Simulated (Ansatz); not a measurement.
# RuCl+ (triplet): the correlation ladder, def2-SVP

The task here is to estimate one member of a computed series from the others.

Method: def2-SVP, core rule «outside noble gas», up to 9 orbitals frozen; program: Ansatz 0.2.0, Gaussian basis.

Plan: UHF; CCSD(T) on ROHF; CCSD(T) on UHF; CISD as a restricted active space (open shells left free, so some higher excitations enter); CCSDT(Q) on UHF.

11 further runs of the same task are left out: 2 for a known fault of the program, 4 that didn't finish, 5 set aside as unsound or not needed. Runs told in other sessions of the task aren't counted.

### What is computed

The geometry is a PBE0/def2-TZVP stationary point (not a proven minimum) of the parent state, kept for this charge and spin. No spin-orbit coupling is included. Elements past krypton take def2 core potentials.

2 atoms, charge 1, spin multiplicity 3.

Atoms are counted from 1 here; the program's logs count them from 0.

Bond lengths: Ru1–Cl2 2.085 Å.

The first run:

Contents of in.yaml:

```yaml
crystal:
  periodic: [false, false, false]
  atoms:
    - {symbol: Ru, position_ang: [0.000000, 0.000000, 0.000000]}
    - {symbol: Cl, position_ang: [0.000000, 0.000000, 2.085200]}
basis:
  gaussian: {orbitals: def2-SVP}
total_charge: 1
magnetization: {spin_polarized: true, initial_magnetization: 2}
hamiltonian: {xc: hf}
output: {orbitals: {seedname: orbitals}}
```

Run with:

```bash
> ansatz run in.yaml --threads 1 --pin off --events-out ev --progress --plain --max-ram 2393MiB
```

Steps of the session up to this table: UHF; CCSD(T) on ROHF; CCSD(T) on UHF; CISD as a restricted active space (open shells left free, so some higher excitations enter); CCSDT(Q) on UHF.

One table of the session follows, with a row left open; its other results are not shown here.

| method | from UCCSDT(Q) (kcal/mol) |
| --- | --- |
| ROHF | +218.96 |
| RMP2 | +56.09 |
| UMP2 | +60.46 |
| CISD | +56.06 |
| RCCSD | +39.65 |
| UCCSD | +29.93 |
| RCCSD(T) | +31.86 |
| UCCSD(T) | ? |
| UCCSDT | +5.06 |
| UCCSDT(Q) | 0 |

Estimate the missing values for UCCSD(T).

**Answer.** from UCCSDT(Q) (kcal/mol): +9.91. In the column «from UCCSDT(Q) (kcal/mol)» it lies between UCCSDT (+5.06) and UCCSD (+29.93).

Left out of the table: UHF (another determinant or state than the rows shown).

The program flags UCCSD(T), UCCSDT(Q) as in doubt (see the logs), so the zero of the table is itself unsure.

Limits of these values: The determinant of HF (⟨S²⟩ 3.02) is far from a pure spin state, so its energy mixes those of several spin states; that is harmless only where they are near-degenerate. The determinant of CCSD(T) (⟨S²⟩ 3.02) is far from a pure spin state, so its energy mixes those of several spin states; high orders of coupled cluster remove much of that, low ones don't. The determinant of CCSDT(Q) (⟨S²⟩ 3.02) is far from a pure spin state, so its energy mixes those of several spin states; high orders of coupled cluster remove much of that, low ones don't. The program flags UCCSD(T), UCCSDT(Q) as in doubt, so the zero of the table is itself unsure. Warnings: spin contamination; coupled cluster took another determinant than the lowest; large T1 diagnostic. Restricted and unrestricted rows rest on different reference determinants; a gap between their highest levels can come from leftover correlation error, from unlike frozen cores or from another state.
